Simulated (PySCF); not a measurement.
# C3H8OSi (SMILES C1C[SiH2]CO1): levels of theory compared

Wanted: a comparison of 4 runs (HF/STO-3G, HF/def2-SVP, TPSSh/6-31G*, TPSSh/pcseg-1) of C3H8OSi. 

The calculation is run with PySCF 2.14.0.

## 1. The molecule

C3H8OSi has 13 atoms, charge 0, and is taken as a singlet. As SMILES, `C1C[SiH2]CO1`. The coordinates come from a PBE0-D4/def2-TZVP relaxation. This is one conformer, not always the lowest.

Bond lengths: C1–C2 1.532 Å, C2–Si3 1.886 Å, Si3–C4 1.904 Å, C1–O5 1.414 Å, C4–O5 1.422 Å, C1–H6 1.101 Å, C1–H7 1.091 Å, C2–H8 1.092 Å, C2–H9 1.091 Å, Si3–H10 1.489 Å, Si3–H11 1.487 Å, C4–H12 1.090 Å, C4–H13 1.100 Å. Some angles: C1–C2–Si3 101.8°, C2–C1–O5 110.2°, C2–Si3–C4 92.3°, Si3–C4–O5 103.8°, C1–O5–C4 110.4°, C1–C2–H8 110.6°, C1–C2–H9 112.1°, Si3–C2–H8 110.2°, Si3–C2–H9 114.0°, C2–C1–H6 109.8°.

## 2. Energy and forces at HF/STO-3G (run 1)

geometry.xyz reads:

```xyz
13
C3H8OSi
C     -1.055600     0.828700    -0.142400
C     -0.677400    -0.033300     1.066600
Si     0.957500    -0.786600     0.504800
C      0.733100    -0.143300    -1.272700
O     -0.646400     0.196600    -1.339000
H     -0.578400     1.817600    -0.059000
H     -2.132800     0.980700    -0.231000
H     -1.420100    -0.818400     1.226500
H     -0.603100     0.555300     1.982400
H      2.156300    -0.232500     1.191700
H      0.994800    -2.269400     0.609300
H      0.932900    -0.871100    -2.059800
H      1.359600     0.741200    -1.462700
```

run.py reads:

```python
import pyscf.grad
from pyscf import gto, scf

molecule = gto.Mole()
molecule.atom = 'geometry.xyz'
molecule.spin = 0
molecule.verbose = 3
molecule.charge = 0
molecule.max_memory = 1860
molecule.basis = 'sto-3g'
molecule.build()

mf = scf.RHF(molecule)
mf.conv_tol = 1e-10
mf.kernel()
if not mf.converged:
    mf = mf.newton().run(mf.mo_coeff, mf.mo_occ)

e_tot = mf.e_tot
print('Final energy', e_tot)
grad = mf.Gradients().kernel()
mf.analyze()
```

Run with:

```bash
$ OMP_NUM_THREADS=1 python run.py
```

Standard output:

```text
converged SCF energy = -476.350221987976
Final energy -476.35022198797634
--------------- RHF gradients ---------------
         x                y                z
0 C     0.0054966701    -0.0190720052    -0.0064906669
1 C    -0.0126377533     0.0176401012    -0.0182420623
2 Si    -0.0228757553     0.0153747415    -0.0120182080
3 C    -0.0209362017     0.0046316341    -0.0190841779
4 O     0.0171015743     0.0043571449     0.0332382268
5 H     0.0027954398     0.0010853170    -0.0020870310
6 H     0.0018174574    -0.0013724857    -0.0015834674
7 H    -0.0036189118    -0.0075443061     0.0008007662
8 H     0.0019216640     0.0027601215     0.0070765601
9 H     0.0276811394     0.0114134757     0.0155107581
10 H     0.0014241664    -0.0331038738     0.0030654160
11 H    -0.0000563834    -0.0006703693    -0.0006729501
12 H     0.0018868942     0.0045005041     0.0004868364
----------------------------------------------
**** MO energy ****
MO #1   energy= -67.9888176048976  occ= 2
MO #2   energy= -20.2451265921618  occ= 2
MO #3   energy= -11.0819411311677  occ= 2
MO #4   energy= -11.0362969307801  occ= 2
MO #5   energy= -10.9990110073267  occ= 2
MO #6   energy= -5.96941158443526  occ= 2
MO #7   energy= -3.99472035148372  occ= 2
MO #8   energy= -3.99454361162255  occ= 2
MO #9   energy= -3.99446122530923  occ= 2
MO #10  energy= -1.29627546397603  occ= 2
MO #11  energy= -0.959329665093664 occ= 2
MO #12  energy= -0.875456287016101 occ= 2
MO #13  energy= -0.759083333783742 occ= 2
MO #14  energy= -0.658020570856017 occ= 2
MO #15  energy= -0.611170135961732 occ= 2
MO #16  energy= -0.574014283466172 occ= 2
MO #17  energy= -0.557137801665781 occ= 2
MO #18  energy= -0.496135419911967 occ= 2
MO #19  energy= -0.47683090444875  occ= 2
MO #20  energy= -0.430287981551032 occ= 2
MO #21  energy= -0.410122049205828 occ= 2
MO #22  energy= -0.380241082604685 occ= 2
MO #23  energy= -0.353058963454447 occ= 2
MO #24  energy= -0.301943543572546 occ= 2
MO #25  energy= 0.463072909349511  occ= 0
MO #26  energy= 0.488083087198295  occ= 0
MO #27  energy= 0.510715216122169  occ= 0
MO #28  energy= 0.538249618086829  occ= 0
MO #29  energy= 0.625178917413789  occ= 0
MO #30  energy= 0.664539607836104  occ= 0
MO #31  energy= 0.680451478367738  occ= 0
MO #32  energy= 0.704446280094027  occ= 0
MO #33  energy= 0.732508619517626  occ= 0
MO #34  energy= 0.739806399288928  occ= 0
MO #35  energy= 0.766049489193693  occ= 0
MO #36  energy= 0.78370242860099   occ= 0
MO #37  energy= 0.842790541172384  occ= 0
 ** Mulliken atomic charges  **
charge of    0C =      0.04098
charge of    1C =     -0.21990
charge of    2Si =      0.63188
charge of    3C =     -0.12164
charge of    4O =     -0.19652
charge of    5H =      0.01330
charge of    6H =      0.03233
charge of    7H =      0.02866
charge of    8H =      0.02904
charge of    9H =     -0.14177
charge of   10H =     -0.13949
charge of   11H =      0.02898
charge of   12H =      0.01415
Dipole moment(X, Y, Z, Debye):  1.01109, -0.11019,  1.36786
```

It took 7.5 s on 1 thread of Intel Xeon at 2.50GHz (Skylake/Cascade Lake), shared host; peak memory 0.12 GiB.

## 3. Energy and gradient at HF/def2-SVP (run 2)

input.py reads:

```python
# C1C[SiH2]CO1
import pyscf.grad
from pyscf import gto

system = gto.M(
    atom='''
C       -1.055600       0.828700      -0.142400
C       -0.677400      -0.033300       1.066600
Si       0.957500      -0.786600       0.504800
C        0.733100      -0.143300      -1.272700
O       -0.646400       0.196600      -1.339000
H       -0.578400       1.817600      -0.059000
H       -2.132800       0.980700      -0.231000
H       -1.420100      -0.818400       1.226500
H       -0.603100       0.555300       1.982400
H        2.156300      -0.232500       1.191700
H        0.994800      -2.269400       0.609300
H        0.932900      -0.871100      -2.059800
H        1.359600       0.741200      -1.462700
''',
    verbose=3,
    basis='def2-svp',
    spin=0,
    max_memory=1860,
)

mf = system.RHF()
mf.conv_tol = 1e-10
mf.kernel()
if not mf.converged:
    mf = mf.newton().run(mf.mo_coeff, mf.mo_occ)

e_tot = mf.e_tot
print('E(%s) = %.9f' % ('HF', e_tot))
grad = mf.Gradients().kernel()
mf.analyze()
```

Run with:

```bash
$ OMP_NUM_THREADS=1 python input.py
```

Standard output:

```text
converged SCF energy = -481.797656210705
[... 11 lines left out ...]
MO #2   energy= -20.5450783038051  occ= 2
[... 13 lines left out ...]
MO #16  energy= -0.639136747707266 occ= 2
[... 13 lines left out ...]
MO #30  energy= 0.238308304641482  occ= 0
[... 13 lines left out ...]
MO #44  energy= 0.664798498584807  occ= 0
[... 13 lines left out ...]
MO #58  energy= 0.931692997524443  occ= 0
[... 13 lines left out ...]
MO #72  energy= 1.65078542563572   occ= 0
[... 13 lines left out ...]
MO #86  energy= 2.12920903041804   occ= 0
[... 13 lines left out ...]
MO #100 energy= 2.66230667810587   occ= 0
[... 13 lines left out ...]
MO #114 energy= 3.91698906623999   occ= 0
[... 14 lines left out ...]
Dipole moment(X, Y, Z, Debye):  0.68897,  0.26185,  1.31115
```

Wall time 38 s (1 thread of Intel Xeon at 2.50GHz (Skylake/Cascade Lake), shared host); peak memory 0.28 GiB.

Run 3 isn't shown in full; the table further down has it.

## 4. Energy and forces at TPSSh/pcseg-1 (run 4)

input.py reads:

```python
import pyscf.grad
from pyscf import gto, dft

mol = gto.M(
    atom=[
    ('C', (-1.055600, 0.828700, -0.142400)),
    ('C', (-0.677400, -0.033300, 1.066600)),
    ('Si', (0.957500, -0.786600, 0.504800)),
    ('C', (0.733100, -0.143300, -1.272700)),
    ('O', (-0.646400, 0.196600, -1.339000)),
    ('H', (-0.578400, 1.817600, -0.059000)),
    ('H', (-2.132800, 0.980700, -0.231000)),
    ('H', (-1.420100, -0.818400, 1.226500)),
    ('H', (-0.603100, 0.555300, 1.982400)),
    ('H', (2.156300, -0.232500, 1.191700)),
    ('H', (0.994800, -2.269400, 0.609300)),
    ('H', (0.932900, -0.871100, -2.059800)),
    ('H', (1.359600, 0.741200, -1.462700)),
],
    basis='pcseg-1',
    verbose=4,
    max_memory=1860,
    charge=0,
)

mf = dft.RKS(mol, xc='tpssh')
mf.conv_tol = 1e-10
mf.grids.level = 5
mf.kernel()
if not mf.converged:
    mf = mf.newton().run(mf.mo_coeff, mf.mo_occ)

etot = mf.e_tot
print('Final energy', etot)
grad = mf.Gradients().kernel()
mf.analyze()
```

Run with:

```bash
$ OMP_NUM_THREADS=1 python input.py
```

Standard output:

```text
PySCF version 2.14.0

[... 83 lines left out ...]
Final energy -483.8109074218916
[... 29 lines left out ...]
MO #9   energy= -3.55865236743897  occ= 2
[... 14 lines left out ...]
MO #24  energy= -0.234057807940911 occ= 2
[... 14 lines left out ...]
MO #39  energy= 0.2733494610198    occ= 0
[... 14 lines left out ...]
MO #54  energy= 0.639482583171404  occ= 0
[... 14 lines left out ...]
MO #69  energy= 1.33725888963195   occ= 0
[... 14 lines left out ...]
MO #84  energy= 1.98031559358188   occ= 0
[... 14 lines left out ...]
MO #99  energy= 2.54777926302094   occ= 0
[... 14 lines left out ...]
MO #114 energy= 3.33837286200865   occ= 0
[... 130 lines left out ...]
Dipole moment(X, Y, Z, Debye):  0.45713,  0.32930,  1.07270
```

It took 3.1 min on 1 thread of Intel Xeon at 2.50GHz (Skylake/Cascade Lake), shared host; peak memory 1.2 GiB.

## 5. Overview of the runs

| run | level | integration grid | energy (Eh) | dipole moment (D) | HOMO energy (eV) | LUMO energy (eV) | wall time |
| --- | --- | --- | --- | --- | --- | --- | --- |
| 1 | HF/STO-3G | – | -476.350222 | 1.70 | -8.22 | 12.60 | 7.5 s |
| 2 | HF/def2-SVP | – | -481.797656 | 1.50 | -10.82 | 4.34 | 38 s |
| 3 | TPSSh/6-31G* (spherical functions) | 5 | -483.840202 | 1.05 | -6.11 | 0.69 | 2.4 min |
| 4 | TPSSh/pcseg-1 | 5 | -483.810907 | 1.21 | -6.37 | 0.32 | 3.1 min |

## 6. Outcome

```
                       quantity          value
            run 4: total energy  -483.81091 Eh
           run 4: dipole moment         1.21 D
             run 4: HOMO energy       -6.37 eV
             run 4: LUMO energy        0.32 eV
           run 4: HOMO–LUMO gap        6.68 eV
run 4: largest force on an atom     0.580 eV/Å
```

In words: The dipole moment (its size) runs from 1.05 D (TPSSh/6-31G*) to 1.70 D (HF/STO-3G). The two ends differ in method and basis. The HOMO–LUMO gap runs from 6.68 eV (TPSSh/pcseg-1) to 20.82 eV (HF/STO-3G). In run 1 the basis is minimal, so the values are rough. All runs together took 6.2 min, the longest 3.1 min.
